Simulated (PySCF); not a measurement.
# A gas-phase reaction: FH9NO4PSi2Ti + BCl3 → BCl2FH8NO4PSi2Ti + ClH

Wanted: the reaction energy for `N[Si](F)([O][Ti]([OH])([OH])[OH])P[SiH3]` + `ClB(Cl)Cl` → `[OH][Ti]([OH])([OH])[O][Si](F)(NB(Cl)Cl)P[SiH3]` + `Cl`.

Programs: PySCF 2.14.0. All values are calculated, for the isolated system unless a continuum is named. Atoms count from 0, parts from 1.

## 1. The system as given

Each species was relaxed by itself at GFN2-xTB.

## 2. Reaction energy: PBE0-D3(BJ)/def2-SVP

The job: settings as JSON, then the geometry in Å.

```
{"job": {"kind": "react", "xc": "PBE0", "basis": "def2-SVP", "disp": "d3bj"}, "charge": 0, "multiplicity": 1}
-1 FH9NO4PSi2Ti charge 0 multiplicity 1
N      2.448630     2.163150    -0.349780
Si     1.250830     0.959710    -0.120210
F      0.117190     1.761600     0.902440
O      0.216000     0.644510    -1.290640
Ti    -1.376310     0.304910    -0.462170
O     -2.380710     1.691000    -0.258450
O     -2.359870    -0.644140    -1.514900
O     -1.295750    -0.619930     1.029530
P      1.982030    -0.798250     1.042920
Si     0.576360    -2.364230     0.229930
H      2.289690     2.908950    -1.006900
H      3.416230     1.899350    -0.317330
H     -2.080480     2.457370     0.238790
H     -3.167670    -0.356370    -1.947920
H     -1.992510    -1.080050     1.509670
H      1.211200    -0.467570     2.149680
H     -0.070500    -3.044430     1.363610
H     -0.340120    -2.077050    -0.898140
H      1.555750    -3.338540    -0.300120

-1 BCl3 charge 0 multiplicity 1
Cl     0.145750    -0.642390    -1.592430
B     -0.000050    -0.000030     0.000090
Cl     1.367470     0.711840     0.770240
Cl    -1.513170    -0.069410     0.822090

+1 BCl2FH8NO4PSi2Ti charge 0 multiplicity 1
O      2.423500    -1.935490    -1.196560
Ti     1.396080    -0.599720    -0.849600
O      2.319910     0.736210    -1.439670
O      1.571600    -0.133330     0.875550
O     -0.083780    -0.434280    -1.888490
Si    -1.212760     0.433420    -1.189960
F     -2.301390     0.930900    -2.285380
N     -2.229610    -0.686380    -0.244370
B     -1.804660    -1.863560     0.346430
Cl    -2.888120    -2.860490     1.241960
Cl    -0.132430    -2.365720     0.207760
P     -0.135940     2.071710    -0.134430
Si    -0.058050     1.228770     1.966470
H      3.273450    -2.033350    -1.631200
H      2.348110     1.185110    -2.287240
H      2.407520     0.291690     1.103250
H     -3.199210    -0.420000    -0.156010
H     -1.251880     2.876010     0.060450
H     -0.517630    -0.143010     2.237810
H      1.176170     1.678340     2.621770
H     -1.100830     2.043200     2.641450

+1 ClH charge 0 multiplicity 1
Cl     0.638500     0.006210    -0.012800
H     -0.638500    -0.006210     0.012800
```

With the program's defaults for keys left out, this is: PBE0-D3(BJ)/def2-SVP reaction energy of separated species, gas phase.

Run with:

```
$ OMP_NUM_THREADS=1 python cluster_run.py task.json out
```

One launch serves the whole session: the jobs run in the order shown.

What it wrote:

```text
species 1 (FH9NO4PSi2Ti)
coarse grid: 80080 points
cycle   1  E = -2228.7047082859  dE =  1.247e+00  |g| = 1.681e+00  |ddm| = 4.679e+00
cycle   2  E = -2223.5571166954  dE =  5.148e+00  |g| = 5.887e+00  |ddm| = 4.070e+00
cycle   3  E = -2229.0596281045  dE = -5.503e+00  |g| = 9.570e-01  |ddm| = 3.044e+00
cycle   4  E = -2229.2163899248  dE = -1.568e-01  |g| = 4.146e-01  |ddm| = 1.129e+00
cycle   5  E = -2229.2492773805  dE = -3.289e-02  |g| = 1.349e-01  |ddm| = 3.040e-01
cycle   6  E = -2229.2531499374  dE = -3.873e-03  |g| = 2.069e-02  |ddm| = 1.127e-01
cycle   7  E = -2229.2532216730  dE = -7.174e-05  |g| = 1.007e-02  |ddm| = 2.446e-02
cycle   8  E = -2229.2532404463  dE = -1.877e-05  |g| = 2.031e-03  |ddm| = 9.413e-03
cycle   9  E = -2229.2532411309  dE = -6.845e-07  |g| = 9.144e-04  |ddm| = 2.649e-03
final grid: 164808 points
cycle  10  E = -2229.2532713974  dE =  2.359e-07  |g| = 1.815e-03  |ddm| = 3.959e-03
cycle  11  E = -2229.2532692753  dE =  2.122e-06  |g| = 3.694e-03  |ddm| = 4.228e-03
cycle  12  E = -2229.2532720675  dE = -2.792e-06  |g| = 3.452e-04  |ddm| = 2.757e-03
cycle  13  E = -2229.2532720930  dE = -2.547e-08  |g| = 7.717e-05  |ddm| = 3.031e-04
cycle  14  E = -2229.2532720944  dE = -1.382e-09  |g| = 1.566e-05  |ddm| = 8.484e-05
cycle  15  E = -2229.2532720944  dE = -4.184e-11  |g| = 6.089e-06  |ddm| = 1.816e-05
converged SCF energy = -2229.2532720944

species 2 (BCl3)
coarse grid: 5960 points
cycle   1  E = -1404.4760166770  dE =  4.847e-01  |g| = 2.979e-01  |ddm| = 2.272e+00
cycle   2  E = -1404.4543461739  dE =  2.167e-02  |g| = 4.223e-01  |ddm| = 7.292e-01
cycle   3  E = -1404.5019663698  dE = -4.762e-02  |g| = 2.884e-02  |ddm| = 4.306e-01
cycle   4  E = -1404.5021759661  dE = -2.096e-04  |g| = 5.606e-03  |ddm| = 3.413e-02
cycle   5  E = -1404.5021846114  dE = -8.645e-06  |g| = 1.563e-04  |ddm| = 6.885e-03
final grid: 46448 points
cycle   6  E = -1404.6396424225  dE = -8.511e-06  |g| = 1.958e-03  |ddm| = 9.703e-03
cycle   7  E = -1404.6396427831  dE = -3.605e-07  |g| = 1.580e-03  |ddm| = 4.463e-03
cycle   8  E = -1404.6396434118  dE = -6.287e-07  |g| = 4.864e-04  |ddm| = 1.924e-03
cycle   9  E = -1404.6396434741  dE = -6.231e-08  |g| = 3.630e-05  |ddm| = 5.269e-04
cycle  10  E = -1404.6396434744  dE = -3.608e-10  |g| = 9.410e-06  |ddm| = 5.170e-05
converged SCF energy = -1404.6396434744

species 3 (BCl2FH8NO4PSi2Ti)
coarse grid: 95416 points
cycle   1  E = -3172.8158678713  dE =  2.035e+00  |g| = 1.704e+00  |ddm| = 5.167e+00
cycle   2  E = -3166.9175290260  dE =  5.898e+00  |g| = 6.273e+00  |ddm| = 4.296e+00
cycle   3  E = -3173.1375843368  dE = -6.220e+00  |g| = 1.086e+00  |ddm| = 3.232e+00
cycle   4  E = -3173.3337510876  dE = -1.962e-01  |g| = 5.031e-01  |ddm| = 1.292e+00
cycle   5  E = -3173.3830824270  dE = -4.933e-02  |g| = 1.426e-01  |ddm| = 3.543e-01
cycle   6  E = -3173.3874134266  dE = -4.331e-03  |g| = 2.797e-02  |ddm| = 1.273e-01
cycle   7  E = -3173.3875616286  dE = -1.482e-04  |g| = 9.507e-03  |ddm| = 3.033e-02
cycle   8  E = -3173.3875792793  dE = -1.765e-05  |g| = 3.529e-03  |ddm| = 1.028e-02
cycle   9  E = -3173.3875815273  dE = -2.248e-06  |g| = 1.105e-03  |ddm| = 3.445e-03
final grid: 194136 points
cycle  10  E = -3173.3876807998  dE =  4.829e-07  |g| = 2.191e-03  |ddm| = 4.407e-03
cycle  11  E = -3173.3876771950  dE =  3.605e-06  |g| = 4.709e-03  |ddm| = 5.005e-03
cycle  12  E = -3173.3876817323  dE = -4.537e-06  |g| = 4.942e-04  |ddm| = 3.468e-03
cycle  13  E = -3173.3876817834  dE = -5.114e-08  |g| = 8.375e-05  |ddm| = 3.867e-04
cycle  14  E = -3173.3876817850  dE = -1.558e-09  |g| = 1.464e-05  |ddm| = 8.459e-05
cycle  15  E = -3173.3876817850  dE = -5.002e-11  |g| = 7.054e-06  |ddm| = 1.923e-05
converged SCF energy = -3173.3876817850

species 4 (ClH)
coarse grid: 2248 points
cycle   1  E = -460.4450786892  dE = -5.473e-02  |g| = 1.995e-01  |ddm| = 1.041e+00
cycle   2  E = -460.4502692349  dE = -5.191e-03  |g| = 1.641e-01  |ddm| = 4.353e-01
cycle   3  E = -460.4575621875  dE = -7.293e-03  |g| = 6.084e-03  |ddm| = 1.947e-01
cycle   4  E = -460.4575697253  dE = -7.538e-06  |g| = 2.043e-03  |ddm| = 6.011e-03
final grid: 17120 points
cycle   5  E = -460.5020880465  dE = -2.741e-06  |g| = 1.980e-03  |ddm| = 5.820e-03
cycle   6  E = -460.5020886561  dE = -6.096e-07  |g| = 1.230e-03  |ddm| = 3.479e-03
cycle   7  E = -460.5020890184  dE = -3.623e-07  |g| = 7.939e-06  |ddm| = 1.286e-03
cycle   8  E = -460.5020890184  dE = -1.666e-11  |g| = 1.013e-06  |ddm| = 1.060e-05
converged SCF energy = -460.5020890184

Reaction energy = -2.408 kcal/mol
```

It took 3.6 min on 1 thread of Intel Xeon at 2.50GHz, shared host; peak memory 1.2 GiB.

Species by species (with the dispersion term, which the log's SCF energies lack):

| ν | species | energy (Eh) | HOMO (eV) |
| --- | --- | --- | --- |
| -1 | N[Si](F)([O][Ti]([OH])([OH])[OH])P[SiH3] | -2229.27708 | -7.19 |
| -1 | ClB(Cl)Cl | -1404.64378 | -8.91 |
| +1 | [OH][Ti]([OH])([OH])[O][Si](F)(NB(Cl)Cl)P[SiH3] | -3173.42235 | -7.13 |
| +1 | Cl | -460.50235 | -9.03 |

## 3. Energies of the species: PW6B95-D3(BJ)/def2-SVP

The job, as its differences from that of step 2:

```diff
@@ -1,2 +1,2 @@
-{"job": {"kind": "react", "xc": "PBE0", "basis": "def2-SVP", "disp": "d3bj"}, "charge": 0, "multiplicity": 1}
+{"job": {"kind": "react", "xc": "PW6B95", "basis": "def2-SVP", "disp": "d3bj"}, "charge": 0, "multiplicity": 1}
 -1 FH9NO4PSi2Ti charge 0 multiplicity 1
```

With the program's defaults for keys left out, this is: PW6B95-D3(BJ)/def2-SVP reaction energy of separated species, gas phase.

What it wrote:

```text
species 1 (FH9NO4PSi2Ti)
coarse grid: 80080 points
cycle   1  E = -2231.5346911484  dE =  1.316e+00  |g| = 1.764e+00  |ddm| = 4.669e+00
cycle   2  E = -2225.8662122578  dE =  5.668e+00  |g| = 6.166e+00  |ddm| = 4.288e+00
cycle   3  E = -2231.9256458847  dE = -6.059e+00  |g| = 1.012e+00  |ddm| = 3.204e+00
cycle   4  E = -2232.0989527234  dE = -1.733e-01  |g| = 4.397e-01  |ddm| = 1.191e+00
cycle   5  E = -2232.1357795402  dE = -3.683e-02  |g| = 1.421e-01  |ddm| = 3.205e-01
cycle   6  E = -2232.1400598556  dE = -4.280e-03  |g| = 2.349e-02  |ddm| = 1.190e-01
cycle   7  E = -2232.1401526293  dE = -9.277e-05  |g| = 1.127e-02  |ddm| = 2.686e-02
cycle   8  E = -2232.1401759386  dE = -2.331e-05  |g| = 2.186e-03  |ddm| = 1.031e-02
cycle   9  E = -2232.1401767285  dE = -7.899e-07  |g| = 1.033e-03  |ddm| = 2.896e-03
final grid: 164808 points
cycle  10  E = -2232.1398340670  dE = -3.466e-06  |g| = 2.278e-03  |ddm| = 1.131e-02
cycle  11  E = -2232.1398309809  dE =  3.086e-06  |g| = 4.533e-03  |ddm| = 5.310e-03
cycle  12  E = -2232.1398351520  dE = -4.171e-06  |g| = 4.055e-04  |ddm| = 3.405e-03
cycle  13  E = -2232.1398351814  dE = -2.942e-08  |g| = 1.446e-04  |ddm| = 3.807e-04
cycle  14  E = -2232.1398351851  dE = -3.689e-09  |g| = 6.752e-05  |ddm| = 1.594e-04
cycle  15  E = -2232.1398351862  dE = -1.091e-09  |g| = 1.323e-05  |ddm| = 7.040e-05
cycle  16  E = -2232.1398351862  dE = -4.229e-11  |g| = 5.013e-06  |ddm| = 1.522e-05
converged SCF energy = -2232.1398351862

species 2 (BCl3)
coarse grid: 24128 points
cycle   1  E = -1406.1983441690  dE =  4.954e-01  |g| = 3.382e-01  |ddm| = 2.258e+00
cycle   2  E = -1406.1705092345  dE =  2.783e-02  |g| = 4.801e-01  |ddm| = 8.347e-01
cycle   3  E = -1406.2317157192  dE = -6.121e-02  |g| = 3.462e-02  |ddm| = 4.893e-01
cycle   4  E = -1406.2320163373  dE = -3.006e-04  |g| = 6.474e-03  |ddm| = 4.138e-02
cycle   5  E = -1406.2320284239  dE = -1.209e-05  |g| = 1.419e-04  |ddm| = 8.144e-03
cycle   6  E = -1406.2320284407  dE = -1.677e-08  |g| = 1.789e-05  |ddm| = 4.331e-04
final grid: 46448 points
cycle   7  E = -1406.2319383275  dE = -3.345e-08  |g| = 2.422e-04  |ddm| = 1.168e-03
cycle   8  E = -1406.2319383265  dE =  9.329e-10  |g| = 2.404e-04  |ddm| = 5.510e-04
cycle   9  E = -1406.2319383405  dE = -1.402e-08  |g| = 5.022e-05  |ddm| = 2.888e-04
cycle  10  E = -1406.2319383413  dE = -7.310e-10  |g| = 1.502e-06  |ddm| = 4.992e-05
converged SCF energy = -1406.2319383413

species 3 (BCl2FH8NO4PSi2Ti)
coarse grid: 95416 points
cycle   1  E = -3176.7278827470  dE =  2.113e+00  |g| = 1.790e+00  |ddm| = 5.148e+00
cycle   2  E = -3170.2261338887  dE =  6.502e+00  |g| = 6.565e+00  |ddm| = 4.529e+00
cycle   3  E = -3177.0833846267  dE = -6.857e+00  |g| = 1.148e+00  |ddm| = 3.407e+00
cycle   4  E = -3177.2999564539  dE = -2.166e-01  |g| = 5.349e-01  |ddm| = 1.361e+00
cycle   5  E = -3177.3554005019  dE = -5.544e-02  |g| = 1.509e-01  |ddm| = 3.738e-01
cycle   6  E = -3177.3602285366  dE = -4.828e-03  |g| = 3.176e-02  |ddm| = 1.347e-01
cycle   7  E = -3177.3604192367  dE = -1.907e-04  |g| = 1.055e-02  |ddm| = 3.325e-02
cycle   8  E = -3177.3604406420  dE = -2.141e-05  |g| = 3.830e-03  |ddm| = 1.114e-02
cycle   9  E = -3177.3604432738  dE = -2.632e-06  |g| = 1.197e-03  |ddm| = 3.722e-03
final grid: 194136 points
cycle  10  E = -3177.3602501409  dE = -5.497e-06  |g| = 2.125e-03  |ddm| = 1.545e-02
cycle  11  E = -3177.3602473129  dE =  2.828e-06  |g| = 4.285e-03  |ddm| = 4.977e-03
cycle  12  E = -3177.3602510399  dE = -3.727e-06  |g| = 6.238e-04  |ddm| = 3.283e-03
cycle  13  E = -3177.3602511216  dE = -8.173e-08  |g| = 1.877e-04  |ddm| = 6.100e-04
cycle  14  E = -3177.3602511283  dE = -6.683e-09  |g| = 6.794e-05  |ddm| = 1.955e-04
cycle  15  E = -3177.3602511293  dE = -1.024e-09  |g| = 2.013e-05  |ddm| = 7.960e-05
cycle  16  E = -3177.3602511294  dE = -7.458e-11  |g| = 4.754e-06  |ddm| = 2.150e-05
converged SCF energy = -3177.3602511294

species 4 (ClH)
coarse grid: 8792 points
cycle   1  E = -460.9949449767  dE = -5.348e-02  |g| = 2.166e-01  |ddm| = 1.047e+00
cycle   2  E = -461.0010531582  dE = -6.108e-03  |g| = 1.773e-01  |ddm| = 4.772e-01
cycle   3  E = -461.0094464555  dE = -8.393e-03  |g| = 6.362e-03  |ddm| = 2.128e-01
cycle   4  E = -461.0094545294  dE = -8.074e-06  |g| = 2.220e-03  |ddm| = 6.339e-03
final grid: 17120 points
cycle   5  E = -461.0094376186  dE = -6.895e-07  |g| = 1.503e-03  |ddm| = 3.009e-03
cycle   6  E = -461.0094379141  dE = -2.955e-07  |g| = 1.090e-03  |ddm| = 2.209e-03
cycle   7  E = -461.0094382523  dE = -3.382e-07  |g| = 6.873e-05  |ddm| = 9.745e-04
cycle   8  E = -461.0094382535  dE = -1.141e-09  |g| = 1.109e-06  |ddm| = 8.719e-05
cycle   9  E = -461.0094382535  dE = -7.390e-13  |g| = 6.060e-08  |ddm| = 1.496e-06
converged SCF energy = -461.0094382535

Reaction energy = -2.132 kcal/mol
```

It took 4.7 min on 1 thread of Intel Xeon at 2.50GHz, shared host; peak memory 1.2 GiB.

Reaction energy at this level: -2.13 kcal/mol.

## 4. Energies of the species: revPBE/6-31+G* Ti:def2-SVP

The job, as its differences from that of step 3:

```diff
@@ -1,2 +1,2 @@
-{"job": {"kind": "react", "xc": "PW6B95", "basis": "def2-SVP", "disp": "d3bj"}, "charge": 0, "multiplicity": 1}
+{"job": {"kind": "react", "xc": "revPBE", "basis": {"default": "6-31+G*", "Ti": "def2-SVP"}}, "charge": 0, "multiplicity": 1}
 -1 FH9NO4PSi2Ti charge 0 multiplicity 1
```

Method: revPBE/6-31+G* Ti:def2-SVP reaction energy of separated species, gas phase.

What it wrote:

```text
species 1 (FH9NO4PSi2Ti)
coarse grid: 80080 points
cycle   1  E = -2229.8141569823  dE =  1.418e+00  |g| = 1.815e+00  |ddm| = 6.498e+00
cycle   2  E = -2218.2857055644  dE =  1.153e+01  |g| = 7.915e+00  |ddm| = 9.537e+00
cycle   3  E = -2229.7736066359  dE = -1.149e+01  |g| = 1.705e+00  |ddm| = 9.920e+00
cycle   4  E = -2230.2547611571  dE = -4.812e-01  |g| = 9.800e-01  |ddm| = 7.049e+00
cycle   5  E = -2230.4201338160  dE = -1.654e-01  |g| = 3.716e-01  |ddm| = 1.851e+00
cycle   6  E = -2230.4453656897  dE = -2.523e-02  |g| = 1.471e-01  |ddm| = 6.606e-01
cycle   7  E = -2230.4493932044  dE = -4.028e-03  |g| = 3.967e-02  |ddm| = 2.684e-01
cycle   8  E = -2230.4498531622  dE = -4.600e-04  |g| = 1.110e-02  |ddm| = 1.706e-01
cycle   9  E = -2230.4498694932  dE = -1.633e-05  |g| = 5.857e-03  |ddm| = 2.089e-02
cycle  10  E = -2230.4498762216  dE = -6.728e-06  |g| = 3.080e-03  |ddm| = 1.660e-02
final grid: 164808 points
cycle  11  E = -2230.4498516165  dE =  1.282e-05  |g| = 8.638e-03  |ddm| = 2.039e-02
cycle  12  E = -2230.4497208534  dE =  1.308e-04  |g| = 2.642e-02  |ddm| = 5.063e-02
cycle  13  E = -2230.4498649240  dE = -1.441e-04  |g| = 3.229e-03  |ddm| = 4.205e-02
cycle  14  E = -2230.4498670019  dE = -2.078e-06  |g| = 5.162e-04  |ddm| = 5.806e-03
cycle  15  E = -2230.4498670597  dE = -5.779e-08  |g| = 1.178e-04  |ddm| = 1.031e-03
cycle  16  E = -2230.4498670626  dE = -2.903e-09  |g| = 1.870e-05  |ddm| = 2.162e-04
cycle  17  E = -2230.4498670627  dE = -9.823e-11  |g| = 5.902e-06  |ddm| = 7.979e-05
converged SCF energy = -2230.4498670627

species 2 (BCl3)
coarse grid: 5960 points
cycle   1  E = -1405.2924008912  dE =  4.813e-01  |g| = 2.319e-01  |ddm| = 2.393e+00
cycle   2  E = -1405.2751545926  dE =  1.725e-02  |g| = 3.486e-01  |ddm| = 6.846e-01
cycle   3  E = -1405.3073868286  dE = -3.223e-02  |g| = 7.160e-02  |ddm| = 4.419e-01
cycle   4  E = -1405.3089094057  dE = -1.523e-03  |g| = 6.068e-03  |ddm| = 1.127e-01
cycle   5  E = -1405.3089196310  dE = -1.023e-05  |g| = 3.706e-04  |ddm| = 8.855e-03
cycle   6  E = -1405.3089196747  dE = -4.369e-08  |g| = 6.027e-05  |ddm| = 5.305e-04
final grid: 46448 points
cycle   7  E = -1405.2514050529  dE = -1.103e-05  |g| = 4.814e-03  |ddm| = 2.646e-02
cycle   8  E = -1405.2513968665  dE =  8.186e-06  |g| = 7.232e-03  |ddm| = 1.594e-02
cycle   9  E = -1405.2514120617  dE = -1.520e-05  |g| = 1.467e-03  |ddm| = 1.065e-02
cycle  10  E = -1405.2514126586  dE = -5.969e-07  |g| = 1.324e-04  |ddm| = 2.059e-03
cycle  11  E = -1405.2514126634  dE = -4.758e-09  |g| = 2.352e-05  |ddm| = 1.991e-04
cycle  12  E = -1405.2514126635  dE = -1.505e-10  |g| = 1.064e-05  |ddm| = 5.504e-05
converged SCF energy = -1405.2514126635

species 3 (BCl2FH8NO4PSi2Ti)
coarse grid: 95416 points
cycle   1  E = -3174.3357850465  dE =  2.119e+00  |g| = 1.835e+00  |ddm| = 7.211e+00
cycle   2  E = -3161.6913258636  dE =  1.264e+01  |g| = 8.134e+00  |ddm| = 1.255e+01
cycle   3  E = -3174.2750296164  dE = -1.258e+01  |g| = 1.758e+00  |ddm| = 1.264e+01
cycle   4  E = -3174.6808395424  dE = -4.058e-01  |g| = 1.256e+00  |ddm| = 7.661e+00
cycle   5  E = -3174.9534688120  dE = -2.726e-01  |g| = 4.204e-01  |ddm| = 1.947e+00
cycle   6  E = -3174.9796869066  dE = -2.622e-02  |g| = 2.350e-01  |ddm| = 8.545e-01
cycle   7  E = -3174.9903765176  dE = -1.069e-02  |g| = 4.976e-02  |ddm| = 3.650e-01
cycle   8  E = -3174.9909216726  dE = -5.452e-04  |g| = 2.801e-02  |ddm| = 1.587e-01
cycle   9  E = -3174.9910715223  dE = -1.498e-04  |g| = 8.071e-03  |ddm| = 4.183e-02
cycle  10  E = -3174.9910872670  dE = -1.574e-05  |g| = 3.048e-03  |ddm| = 2.103e-02
cycle  11  E = -3174.9910894767  dE = -2.210e-06  |g| = 5.901e-04  |ddm| = 7.457e-03
final grid: 194136 points
cycle  12  E = -3174.9912645422  dE = -2.520e-07  |g| = 1.559e-03  |ddm| = 2.818e-02
cycle  13  E = -3174.9912611428  dE =  3.399e-06  |g| = 4.338e-03  |ddm| = 9.394e-03
cycle  14  E = -3174.9912649553  dE = -3.812e-06  |g| = 7.031e-04  |ddm| = 6.927e-03
cycle  15  E = -3174.9912650481  dE = -9.287e-08  |g| = 1.768e-04  |ddm| = 1.156e-03
cycle  16  E = -3174.9912650548  dE = -6.612e-09  |g| = 5.350e-05  |ddm| = 6.003e-04
cycle  17  E = -3174.9912650554  dE = -6.276e-10  |g| = 1.106e-05  |ddm| = 1.546e-04
converged SCF energy = -3174.9912650554

species 4 (ClH)
coarse grid: 2248 points
cycle   1  E = -460.6972475762  dE = -5.030e-03  |g| = 1.977e-01  |ddm| = 1.044e+00
cycle   2  E = -460.6913931532  dE =  5.854e-03  |g| = 2.453e-01  |ddm| = 6.024e-01
cycle   3  E = -460.7108992147  dE = -1.951e-02  |g| = 4.715e-03  |ddm| = 3.415e-01
cycle   4  E = -460.7109057690  dE = -6.554e-06  |g| = 1.019e-03  |ddm| = 6.345e-03
final grid: 17120 points
cycle   5  E = -460.6944339167  dE = -1.457e-06  |g| = 2.668e-03  |ddm| = 9.304e-03
cycle   6  E = -460.6944336424  dE =  2.743e-07  |g| = 2.840e-03  |ddm| = 7.097e-03
cycle   7  E = -460.6944360753  dE = -2.433e-06  |g| = 2.220e-04  |ddm| = 3.807e-03
cycle   8  E = -460.6944360912  dE = -1.591e-08  |g| = 7.946e-06  |ddm| = 2.817e-04
cycle   9  E = -460.6944360912  dE = -2.490e-11  |g| = 9.865e-07  |ddm| = 1.358e-05
converged SCF energy = -460.6944360912

Reaction energy = 9.776 kcal/mol
```

Wall time 9.4 min (1 thread of Intel Xeon at 2.50GHz, shared host); peak memory 0.67 GiB.

Reaction energy at this level: 9.78 kcal/mol.

## 5. Energies of the species: SCAN/def2-SVPP

The job, as its differences from that of step 4:

```diff
@@ -1,2 +1,2 @@
-{"job": {"kind": "react", "xc": "revPBE", "basis": {"default": "6-31+G*", "Ti": "def2-SVP"}}, "charge": 0, "multiplicity": 1}
+{"job": {"kind": "react", "xc": "SCAN", "basis": "def2-SVPP", "scf": {"guess": "1e", "max_cycle": 90}}, "charge": 0, "multiplicity": 1}
 -1 FH9NO4PSi2Ti charge 0 multiplicity 1
```

With the program's defaults for keys left out, this is: SCAN/def2-SVPP.

What it wrote:

```text
KeyError: 'Basis set def2-SVPP does not exist'
```

Run time: 0.02 s. Hardware: 1 thread of Intel Xeon at 2.50GHz, shared host.

Why it failed: The input was refused with the message shown. The remedy is to check the setting that the message names.

## 6. Comparing the runs

Energies in kcal/mol, with wall time:

| run | reaction | time |
| --- | --- | --- |
| PBE0-D3(BJ)/def2-SVP | -2.41 | 3.6 min |
| PW6B95-D3(BJ)/def2-SVP | -2.13 | 4.7 min |
| revPBE/6-31+G* Ti:def2-SVP | 9.78 | 9.4 min |

## 7. Outcome

| quantity | value |
| --- | --- |
| reaction energy (PBE0-D3(BJ)/def2-SVP) | -2.41 kcal/mol |
| ΔH, ΔG at 298 K (xTB thermal terms) | -2.8, +1.2 kcal/mol |
| range of the reaction energy over the runs of this table | -2.41 to 9.78 kcal/mol |
| runs | 4, of which 1 failed and 0 ended on unsound input |

What this shows: The reaction is exothermic by 2.8 kcal/mol in the gas phase; dispersion gives -4.38, and xTB itself gave -35.72 for the electronic energy (xTB energies and thermal terms come from the earlier relaxation of each species, not shown). No barrier was sought. xTB and this level differ widely in the electronic energy, so what comes from xTB (the thermal terms above all) is less safe here. The reaction energy runs from -2.41 (PBE0-D3(BJ)/def2-SVP) to 9.78 kcal/mol (revPBE/6-31+G* Ti:def2-SVP). Some runs hold a dispersion term and some don't. Tight-binding geometries are rough for metal atoms; that holds for every run here that uses one unrelaxed.
